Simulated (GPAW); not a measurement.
# TaWC2 (R-3m) in GPAW: reference runs

Reference runs on TaWC2: the cell as given.

Everything below comes from runs of GPAW 26.7.0. Logs are shortened: lines on timing, memory, paths and dates and some standing lists are left out, and cuts for length are marked. The log counts tension as positive stress, the text compression.

### 1 Starting point

The structure is trigonal, space group R-3m (No. 166). Conventional cell: a = 3.144 Å, b = 3.144 Å, c = 15.305 Å, α = 90.00°, β = 90.00°, γ = 120.00°. Around W (site symmetry -3m) lie 6 C at 2.21 Å. Ta (site symmetry -3m) is surrounded by 6 C at 2.23 Å. C (site symmetry 3m) has 3 W at 2.21 Å and 3 Ta at 2.23 Å as nearest neighbours.

The cell comes from a database or a generator and needn't be the stable form of this composition.

### 2 Single point, PBE

File run.py:

```python
from ase import Atoms
from ase.dft.bandgap import bandgap
from ase.io import write
from ase.units import Bohr, GPa
from gpaw import GPAW, PW
from gpaw.elf import elf_from_dft_calculation

atoms = Atoms(['W', 'Ta', 'C', 'C'],
              cell=[[1.5718551461, 0.9075109917, 5.1016196719],
                    [-1.5718551461, 0.9075109917, 5.1016196719],
                    [0.0, -1.8150219835, 5.1016196719]],
              scaled_positions=[[0.0, 0.0, 0.0],
                                [0.5, 0.5, 0.5],
                                [0.250933, 0.250933, 0.250933],
                                [0.749067, 0.749067, 0.749067]],
              pbc=True)

calc = GPAW(mode=PW(800),
            xc='PBE',
            kpts={'size': (10, 10, 10), 'gamma': True},
            occupations={'name': 'fermi-dirac', 'width': 0.05},
            nbands=33,
            convergence={'density': 1e-05, 'energy': 1e-05},
            maxiter=150,
            txt='gpaw.txt')
atoms.calc = calc
energy = atoms.get_potential_energy()
forces = atoms.get_forces()
stress = atoms.get_stress()
calc.write('gs.gpw')
write('result.traj', atoms)
print(f'Energy: {energy:.6f} eV')
print('Forces (eV/A):')
print(forces.round(4))
print('Stress (GPa):', (stress / GPa).round(3))
print('Fermi level:', round(calc.get_fermi_level(), 4), 'eV')
print(f'Gap: {bandgap(calc)[0]:.4f} eV, direct: {bandgap(calc, direct=True)[0]:.4f} eV')

# fields on the real-space grid
write('density.cube', atoms, data=calc.get_pseudo_density() * Bohr**3)
write('potential.cube', atoms, data=calc.get_electrostatic_potential())
write('elf.cube', atoms, data=elf_from_dft_calculation(calc).data)
```

Potentials or basis: GPAW PAW data sets (gpaw-data 1.2.1), pw.

Started as:

```sh
OMP_NUM_THREADS=1 python run.py
```

gpaw.txt:

```text
__  _  _
 | _ |_)|_||  |
 |__||  | ||/\| - 26.7.0

Input parameters:
  mode=PW(ecut=800.0),
  convergence={'density': 1e-05, 'energy': 1e-05},
  kpts=MonkhorstPack(size=(10, 10, 10), gamma=True),
  maxiter=150,
  nbands=33,
  occupations=Occupations(name='fermi-dirac', width=0.05),
  xc=XC(name='PBE')

Diagonalizing LCAO Hamiltonian
Converting LCAO to pw mode

       C

       Ta

       C

       W

Atoms  # Å, Bohr magnetons
|   | symbol |         x |         y |         z |    initial magnetic moments |
|---|--------|-----------|-----------|-----------|-----------------------------|
| 0 |      W |  0.000000 |  0.000000 |  0.000000 | ( 0.0000,  0.0000,  0.0000) |
| 1 |     Ta |  0.000000 | -0.000000 |  7.652430 | ( 0.0000,  0.0000,  0.0000) |
| 2 |      C | -0.000000 | -0.000000 |  3.840494 | ( 0.0000,  0.0000,  0.0000) |
| 3 |      C |  0.000000 | -0.000000 | 11.464365 | ( 0.0000,  0.0000,  0.0000) |

Unit cell  # Å
| periodic |         x |         y |        z |  lengths |    angles |
|----------|-----------|-----------|----------|----------|-----------|
|      yes |  1.571855 |  0.907511 | 5.101620 | 5.414871 | 33.750023 |
|      yes | -1.571855 |  0.907511 | 5.101620 | 5.414871 | 33.750023 |
|      yes |  0.000000 | -1.815022 | 5.101620 | 5.414871 | 33.750023 |

Number of symmetries: 12
Symmetry operations  # r_c * U_cc + t_c -> r_c
|    | kind |            matrix            |
|----|------|------------------------------|
|  0 |  E   |  1, 0, 0,  0, 1, 0,  0, 0, 1 |
|  1 |  σ   |  1, 0, 0,  0, 0, 1,  0, 1, 0 |
|  2 |  σ   |  0, 1, 0,  1, 0, 0,  0, 0, 1 |
|  3 |  C3  |  0, 1, 0,  0, 0, 1,  1, 0, 0 |
|  4 |  C3  |  0, 0, 1,  1, 0, 0,  0, 1, 0 |
|  5 |  σ   |  0, 0, 1,  0, 1, 0,  1, 0, 0 |
|  6 |  C2  |  0, 0,-1,  0,-1, 0, -1, 0, 0 |
|  7 |  S6  |  0, 0,-1, -1, 0, 0,  0,-1, 0 |
|  8 |  S6  |  0,-1, 0,  0, 0,-1, -1, 0, 0 |
|  9 |  C2  |  0,-1, 0, -1, 0, 0,  0, 0,-1 |
| 10 |  C2  | -1, 0, 0,  0, 0,-1,  0,-1, 0 |
| 11 |  i   | -1, 0, 0,  0,-1, 0,  0, 0,-1 |

BZ-sampling:
  Number of BZ points: 1000
  Number of IBZ points: 116

  Monkhorst-Pack size: [10, 10, 10]
  Monkhorst-Pack shift: [0.05, 0.05, 0.05]

K-points  # in reciprocal-cell coordinates
|     |                                coordinates |     weight |
|-----|--------------------------------------------|------------|
|   0 | (  0.00000000,   0.00000000,   0.00000000) | 0.00100000 |
|   1 | (  0.10000000,   0.00000000,  -0.10000000) | 0.00600000 |
|   2 | (  0.10000000,   0.00000000,   0.00000000) | 0.00600000 |
|   3 | (  0.10000000,   0.10000000,  -0.10000000) | 0.00600000 |
|   4 | (  0.10000000,   0.10000000,   0.00000000) | 0.00600000 |
|   5 | (  0.10000000,   0.10000000,   0.10000000) | 0.00200000 |
|   6 | (  0.20000000,  -0.10000000,  -0.10000000) | 0.00600000 |
|   7 | (  0.20000000,   0.00000000,  -0.20000000) | 0.00600000 |
|   8 | (  0.20000000,   0.00000000,  -0.10000000) | 0.01200000 |
|   9 | (  0.20000000,   0.00000000,   0.00000000) | 0.00600000 |
| ... |                                            |            |
| 115 | (  0.50000000,   0.50000000,   0.50000000) | 0.00100000 |

Plane wave coefficients: 2267
Cutoff: 800.0 eV

Spin-components: 1 (collinear spins)
Bands:           33
Projectors:      22
Spin-degeneracy: 2
Datatype:        complex128

Parallelization:
  kpt:    1
  domain: 1
  band:   1

Density:
  Valence electrons: 35.0
  Components: 1
  Grid points: [36 36 36]
  Charge: 0.0  # |e|

Potential:
  Grid points: [36 36 36]

species:
  W:
    name:    Tungsten
    Z:       74.0
    valence: 14
    core:    60
    charge:  0.0  # [|e|]
    compensation charges:
      type: gauss
      rc: 0.40  # [Å]
      lmax: 2
    cutoffs:
      filter: 2.36  # [Å]
      core: 3.02  # [Å]
    projectors
    | kind |    occ | energy [eV] | rcut [Å] |
    |------|--------|-------------|----------|
    |   5s |  2.000 |     -78.830 |    1.344 |
    |   6s |  2.000 |      -5.697 |    1.344 |
    |   5p |  6.000 |     -43.233 |    1.355 |
    |   6p |  0.000 |      -1.367 |    1.355 |
    |   5d |  4.000 |      -4.494 |    1.228 |
    |    d |        |      22.717 |    1.228 |

    Using partial waves for W as LCAO basis

  Ta:
    name:    Tantalum
    Z:       73.0
    valence: 13
    core:    60
    charge:  0.0  # [|e|]
    compensation charges:
      type: gauss
      rc: 0.42  # [Å]
      lmax: 2
    cutoffs:
      filter: 2.36  # [Å]
      core: 3.45  # [Å]
    projectors
    | kind |    occ | energy [eV] | rcut [Å] |
    |------|--------|-------------|----------|
    |   5s |  2.000 |     -72.790 |    1.365 |
    |   6s |  2.000 |      -5.429 |    1.365 |
    |   5p |  6.000 |     -39.427 |    1.349 |
    |   6p |  0.000 |      -1.396 |    1.349 |
    |   5d |  3.000 |      -3.603 |    1.307 |
    |    d |        |      23.609 |    1.307 |

    Using partial waves for Ta as LCAO basis

  C:
    name:    Carbon
    Z:       6.0
    valence: 4
    core:    2
    charge:  0.0  # [|e|]
    compensation charges:
      type: gauss
      rc: 0.20  # [Å]
      lmax: 2
    cutoffs:
      filter: 1.14  # [Å]
      core: 1.14  # [Å]
    projectors
    | kind |    occ | energy [eV] | rcut [Å] |
    |------|--------|-------------|----------|
    |   2s |  2.000 |     -13.751 |    0.635 |
    |   2p |  2.000 |      -5.284 |    0.635 |
    |    s |        |      13.461 |    0.635 |
    |    p |        |      21.927 |    0.635 |
    |    d |        |       0.000 |    0.635 |

    Using partial waves for C as LCAO basis

Reference energy: -864999.369287  # eV

eigensolver:
  PPCG
  Converge bands: occupied
  niter=2

density mixing:
  MSR1-Mixer
  Pratt-step length: 0.05
  Maximum mixing coefficient: 0.75
  Old densities: 10
  SVD Regularization: 0.005
  Good broyden scale: 1.0
  Trust region scale: 1.0
  Backstep threshold: 4.0
  History deletion threshold: 6.0
  Fourier metric: weight=20.0, sigma=0.015

occupation numbers:
  Fermi-Dirac:
    width: 0.0500  # eV

poisson solver:
  ecut: 6400.0  # eV

xc functional:
  name: PBE with 2 nearest neighbor stencil

convergence criteria:
- Maximum integral of absolute [dens]ity change: 1e-05 electrons / valence electron
- Maximum [total energy] change in last 3 cyles: 1e-05 eV / valence electron
- Maximum integral of absolute [eigenst]ate change: 4e-08 eV^2 / valence electron
maximum number of iterations: 150

SCF iterations
|iter     | |      energy | eigst |  dens |
|---------|-|-------------|-------|-------|
|iter:   1| |  -44.525039 | +0.10 |       |
|iter:   2| |  -43.312761 | -2.19 | -0.87 |
|iter:   3| |  -40.579600 | -1.13 | -0.93 |
|iter:   4| |  -40.713541 | -2.42 | -1.63 |
|iter:   5| |  -40.552046 | -2.96 | -1.57 |
|iter:   6| |  -40.566391 | -3.49 | -1.95 |
|iter:   7| |  -40.566385 | -4.97 | -2.85 |
|iter:   8| |  -40.566398c| -6.43 | -3.61 |
|iter:   9| |  -40.566399c| -7.46c| -4.07 |
|iter:  10| |  -40.566399c| -7.75c| -4.86 |
|iter:  11| |  -40.566399c| -8.53c| -5.36c|

Converged in 11 steps
Energy contributions relative to reference atoms: (reference = -864999.369287)

Energy contributions:
  Kinetic:          25.492136
  Coulomb:         -28.616147
  Zero:             -0.083379
  External:          0.000000
  Xc:              -37.351636
  Entropy:          -0.014748
  Spinorbit:         0.000000
  ----------------------------
  Free energy:     -40.573773
  Extrapolated:    -40.566399

dipole moment: (-0.000000, 0.000000, -56.972906)  # |e|*Ang

Fermi level: 14.624
Eigenvalues  # (at kpt = [0.000, 0.000, 0.000])
| band index |      eig [eV] | occ [0-2] |
|------------|---------------|-----------|
|          0 |       -60.506 |     2.000 |
|        ... |               |           |
|         13 |        12.469 |     2.000 |
|         14 |        12.469 |     2.000 |
|         15 |        12.600 |     2.000 |
|         16 |        13.811 |     2.000 |
|         17 |        13.811 |     2.000 |
|         18 |        13.869 |     2.000 |
|         19 |        14.419 |     1.967 |
|         20 |        14.419 |     1.967 |
|         21 |        16.548 |     0.000 |
|         22 |        16.548 |     0.000 |
|         23 |        17.606 |     0.000 |
|         24 |        19.664 |     0.000 |
|         25 |        20.993 |     0.000 |
|         26 |        23.848 |     0.000 |
|         27 |        23.848 |     0.000 |
|         28 |        24.456 |     0.000 |
|        ... |               |           |
|         32 |        37.723 |     0.000 |

No gap
No difference between direct/indirect transitions

Forces  # eV/Ang
|        x |        y |        z |
|----------|----------|----------|
| -0.00000 |  0.00000 |  0.00000 |  # W    0
| -0.00000 |  0.00000 |  0.00000 |  # Ta   1
| -0.00000 | -0.00000 |  0.10066 |  # C    2
|  0.00000 |  0.00000 | -0.10066 |  # C    3

Stress tensor  # eV/Ang^3
|         x |        y |         z |
|-----------|----------|-----------|
|  0.015505 | 0.000000 | -0.000000 |
|  0.000000 | 0.015505 |  0.000000 |
| -0.000000 | 0.000000 |  0.014976 |

# Writing to gs.gpw (mode='')
```

Run time: 7.1 min. Hardware: 1 thread of Arm Neoverse V1, shared host; peak memory 0.44 GiB.

What came out:

| Property | Result |
| --- | --- |
| Free energy | -40.5738 eV |
| Pressure | -2.5 GPa |
| Largest force | 0.101 eV/Å |
| Band gap on the k mesh | none (metal or under the smearing width) |

Forces in eV/Å, atoms in the order of the input:
```
W    0.000  0.000  0.000
Ta   0.000  0.000  0.000
C    0.000  0.000  0.101
C    0.000  0.000 -0.101
```

Stress tensor (GPa, compression positive):
```
-2.48  0.00  0.00
 0.00 -2.48  0.00
 0.00  0.00 -2.40
```

Caveat: the program warned that so skewed a cell can give wrong results.
